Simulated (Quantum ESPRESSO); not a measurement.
Wanted: the native input for a Quantum ESPRESSO 7.5 run.

| Property | Result |
| --- | --- |
| Task | dielectric tensor |
| Functional | LDA |
| Potentials or basis | PseudoDojo 0.4.1 SR LDA standard |
| Cutoff | 952 eV |
| Density cutoff | 3810 eV |
| k mesh | 8 × 8 × 8, shifted |
| Occupations | fermi-dirac, width 0.02 eV |
| Spin | no spin polarisation |
| Form of the LDA correlation | PW92 |
| Mixing beta | 0.5 |
| Most SCF iterations | 120 |
| SCF threshold | 4e-10 Ry |

InP:

```xyz
2
Lattice="0.0000 2.9305 2.9305 2.9305 0.0000 2.9305 2.9305 2.9305 0.0000" Properties=species:S:1:pos:R:3 pbc="T T T"
In    0.0000    0.0000    0.0000
P     1.4652    1.4652    1.4652
```

The input as run:

pw.in

```
&CONTROL
  calculation = 'scf'
  prefix = 'pwscf'
  outdir = './tmp'
  pseudo_dir = './pseudo'
  tprnfor = .true.
  tstress = .true.
  disk_io = 'low'
/
&SYSTEM
  ibrav = 0
  nat = 2
  ntyp = 2
  ecutwfc = 70
  nbnd = 15
  occupations = 'smearing'
  smearing = 'fd'
  degauss = 0.00146997
/
&ELECTRONS
  conv_thr = 4d-10
  electron_maxstep = 120
  mixing_beta = 0.5
/
ATOMIC_SPECIES
In   114.8180 In.upf
P     30.9738 P.upf
CELL_PARAMETERS angstrom
   0.0000000000    2.9305000000    2.9305000000
   2.9305000000    0.0000000000    2.9305000000
   2.9305000000    2.9305000000    0.0000000000
ATOMIC_POSITIONS crystal
In     0.0000000000    0.0000000000    0.0000000000
P      0.2500000000    0.2500000000    0.2500000000
K_POINTS automatic
8 8 8 1 1 1
```

gamma.in

```
&CONTROL
  calculation = 'bands'
  prefix = 'pwscf'
  outdir = './tmp'
  pseudo_dir = './pseudo'
  disk_io = 'low'
  verbosity = 'high'
/
&SYSTEM
  ibrav = 0
  nat = 2
  ntyp = 2
  ecutwfc = 70
  nbnd = 15
  occupations = 'smearing'
  smearing = 'fd'
  degauss = 0.00146997
/
&ELECTRONS
  conv_thr = 1d-08
  electron_maxstep = 120
  mixing_beta = 0.5
  diago_full_acc = .true.
/
ATOMIC_SPECIES
In   114.8180 In.upf
P     30.9738 P.upf
CELL_PARAMETERS angstrom
   0.0000000000    2.9305000000    2.9305000000
   2.9305000000    0.0000000000    2.9305000000
   2.9305000000    2.9305000000    0.0000000000
ATOMIC_POSITIONS crystal
In     0.0000000000    0.0000000000    0.0000000000
P      0.2500000000    0.2500000000    0.2500000000
K_POINTS crystal
1
0.0 0.0 0.0 1
```

scf2.in

```
&CONTROL
  calculation = 'scf'
  prefix = 'pwscf'
  outdir = './tmp'
  pseudo_dir = './pseudo'
  tprnfor = .true.
  tstress = .true.
  disk_io = 'low'
/
&SYSTEM
  ibrav = 0
  nat = 2
  ntyp = 2
  ecutwfc = 70
  nbnd = 15
  occupations = 'fixed'
/
&ELECTRONS
  conv_thr = 1d-13
  electron_maxstep = 120
  mixing_beta = 0.5
  startingpot = 'file'
/
ATOMIC_SPECIES
In   114.8180 In.upf
P     30.9738 P.upf
CELL_PARAMETERS angstrom
   0.0000000000    2.9305000000    2.9305000000
   2.9305000000    0.0000000000    2.9305000000
   2.9305000000    2.9305000000    0.0000000000
ATOMIC_POSITIONS crystal
In     0.0000000000    0.0000000000    0.0000000000
P      0.2500000000    0.2500000000    0.2500000000
K_POINTS automatic
8 8 8 1 1 1
```

ph.in

```
dielectric of InP
&INPUTPH
  prefix = 'pwscf'
  outdir = './tmp'
  tr2_ph = 1d-16
  fildyn = 'dyn'
  niter_ph = 60
  alpha_mix(1) = 0.7
  epsil = .true.
  trans = .false.
  zeu = .true.
/
0.0000000000 0.0000000000 0.0000000000
```

Potentials or basis: PseudoDojo 0.4.1 SR LDA standard.

Command:

```sh
$ OMP_NUM_THREADS=1 pw.x -in pw.in > pw.out
$ OMP_NUM_THREADS=1 pw.x -in gamma.in > gamma.out
$ OMP_NUM_THREADS=1 pw.x -in scf2.in > scf2.out
$ OMP_NUM_THREADS=1 ph.x -in ph.in > ph.out
```

Results of the run:

```json
{
  "Pressure": "-1.3 GPa",
  "Electronic dielectric tensor (diagonal)": "11.87",
  "Born charges (mean of the diagonal)": "In +2.49; P -2.49 e"
}
```

It took 6.3 min on 1 thread of Intel(R) Xeon(R) 6975P-C (Granite Rapids) (shared host), peak memory 0.1 GiB.
